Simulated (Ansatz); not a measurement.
# Si: an axial (c/a) deformation path

One table from this session's results is given with a row withheld; the runs are named, their logs left out.

Program: Ansatz 0.2.0. Level of theory: DFT LDA, scalar-relativistic, plane waves, PAW. These are calculated values, not measurements.

## The starting structure

Symmetry: P6/mmm, No. 191, hexagonal system. The conventional cell has a = 2.621 Å, b = 2.621 Å, c = 2.466 Å, α = 90.00°, β = 90.00°, γ = 120.00°. Si (site symmetry 6/mmm) has 8 Si at 2.47 to 2.62 Å as nearest neighbours.

As a file:

```
CELL_PARAMETERS angstrom
2.62054 0.00000 0.00000
-1.31027 2.26946 0.00000
0.00000 0.00000 2.46635
ATOMIC_POSITIONS crystal
Si 0.00000 0.00000 0.00000
```

It goes back to an entry of the Materials Project, which need not be the stable form.

No relaxation comes first: the listed cell is the starting point.

## The reference cell

Reference values: F = -608.4278 eV; pressure -0.81 GPa; largest force 0.000 eV/Å; gap on the mesh none (metal). It was computed beforehand with the settings of the runs below.

The first run:

At fixed volume and fractional coordinates, lengths along (0.000, 0.000, 1.000) are scaled against those across it; ρ is that ratio over its starting value.

Contents of input.yaml:

```yaml
crystal:
  lattice:
    - [2.7664210749, 0.0, 0.0]
    - [-1.3832105375, 2.3957909284, 0.0]
    - [0.0, 0.0, 2.2131020013]
  atoms:
    - { symbol: Si, position: [0.0, 0.0, 0.0] }
basis:
  ecutwfc: 420
kpoints:
  mp_grid: { grid: [24, 24, 22] }
hamiltonian:
  xc: lda
scf:
  occupations: { method: gaussian, width: 0.15 }
output:
  forces: true
  stress: true
  eigenvalues: true
```

Command:

```bash
$ ansatz run input.yaml --threads 1 --pin off --max-ram 2560MiB --backend cpu --events-out ev --progress --plain --runs-dir out
```

Steps of the session up to this table: ρ = 0.850; ρ = 1.200; Point ρ = 0.920; Point ρ = 1.100; At ρ = 0.960; Point ρ = 1.050; Point ρ = 0.800; At ρ = 1.300.

One of the session's tables, all rows but one given; the rest of the session is left out.

| ρ | ΔE (meV/atom) | pressure (GPa) |
| --- | --- | --- |
| 0.800 | 478.6 | 14.8 |
| 0.850 | 223.0 | 7.2 |
| 0.920 | 48.9 | 1.4 |
| 0.960 | 10.0 | -0.2 |
| 1.000 | 0.0 | -0.8 |
| 1.050 | 19.0 | -0.8 |
| 1.100 | 69.1 | 0.0 |
| 1.200 | ? | ? |
| 1.300 | 397.3 | 8.9 |

Q: Estimate the row for ρ = 1.200 from the others.

Worked estimate for «ΔE (meV/atom)». A straight line through the neighbours (1.100, 69.1) and (1.300, 397.3) gives 69.1 + (397.3 − 69.1) × (1.200 − 1.100) / (1.300 − 1.100) = 233.2; a parabola fitted to 3 rows on both sides gives 207.6.

The run gave: ΔE (meV/atom): 217.5; pressure (GPa): 3.6. In «ΔE (meV/atom)» the line misses by +15.7 and the parabola by -9.9.
